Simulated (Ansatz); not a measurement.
# Nb3B5: the cost of one run

Program: Ansatz 0.2.0. Level of theory: DFT PBE, scalar-relativistic, plane waves, PAW, unless a step names another level. These are calculated values, not measurements.

## (1) The starting structure

Symmetry: P-62m, No. 189, hexagonal system. The conventional cell has a = 5.408 Å, b = 5.408 Å, c = 3.215 Å, α = 90.00°, β = 90.00°, γ = 120.00°. Around Nb (site symmetry m2m) lie 10 B at 2.40 to 2.43 Å. B (site symmetry m2m) is surrounded by 2 B at 1.77 Å and 6 Nb at 2.40 to 2.42 Å. B (site symmetry -6) has 3 B at 1.77 Å and 6 Nb at 2.43 Å as nearest neighbours.

Structure file:

```xyz
8
Lattice="5.4080 0.0000 0.0000 -2.7040 4.6835 0.0000 0.0000 0.0000 3.2152" Properties=species:S:1:pos:R:3 pbc="T T T"
Nb    1.8262    3.1631    1.6076
Nb    1.7555    0.0000    1.6076
Nb   -0.8778    1.5203    1.6076
B    -1.7715    3.0684    0.0000
B     0.0000    3.1223    0.0000
B     0.9325    1.6151    0.0000
B     2.7040    1.5612    0.0000
B     3.5430    0.0000    0.0000
```

It came out lowest among 25 distinct ends of the trial cells. At a tolerance of 0.05 Å it has space group P-62m (No. 189).

## (2) Tight relaxation for the response runs, on the response runs' mesh and smearing

input.yaml reads:

```yaml
crystal:
  lattice:
    - [5.4079843947, 0.0, 0.0]
    - [-2.7039921973, 4.6834518691, 0.0]
    - [0.0, 0.0, 3.215227191]
  atoms:
    - { symbol: Nb, position: [0.6753786548, 0.6753786548, 0.5] }
    - { symbol: Nb, position: [0.3246213452, 0.0, 0.5] }
    - { symbol: Nb, position: [0.0, 0.3246213452, 0.5] }
    - { symbol: B, position: [0.0, 0.6551494895, 0.0] }
    - { symbol: B, position: [0.3333333333, 0.6666666667, 0.0] }
    - { symbol: B, position: [0.3448505105, 0.3448505105, 0.0] }
    - { symbol: B, position: [0.6666666667, 0.3333333333, 0.0] }
    - { symbol: B, position: [0.6551494895, 0.0, 0.0] }
basis:
  ecutwfc: 420
kpoints:
  mp_grid: { grid: [6, 6, 10] }
hamiltonian:
  xc: pbe
scf:
  occupations: { method: gaussian, width: 0.1 }
output:
  forces: true
  stress: true
  eigenvalues: true
relax:
  adjacent_minimum: "off"
  f_tol: 0.001
  max_steps: 60
  cell: { stress_tol: 0.01 }
```

Started as:

```console
$ ansatz run input.yaml --threads 3 --pin off --max-ram 7680MiB --backend cpu --events-out ev --progress --plain --runs-dir out
```

Q: Estimate wall time and peak memory on 3 threads of Intel Xeon Platinum 8175M at 2.50GHz (Skylake/Cascade Lake), shared host.

About 17 s, with a peak of 0.49 GiB.
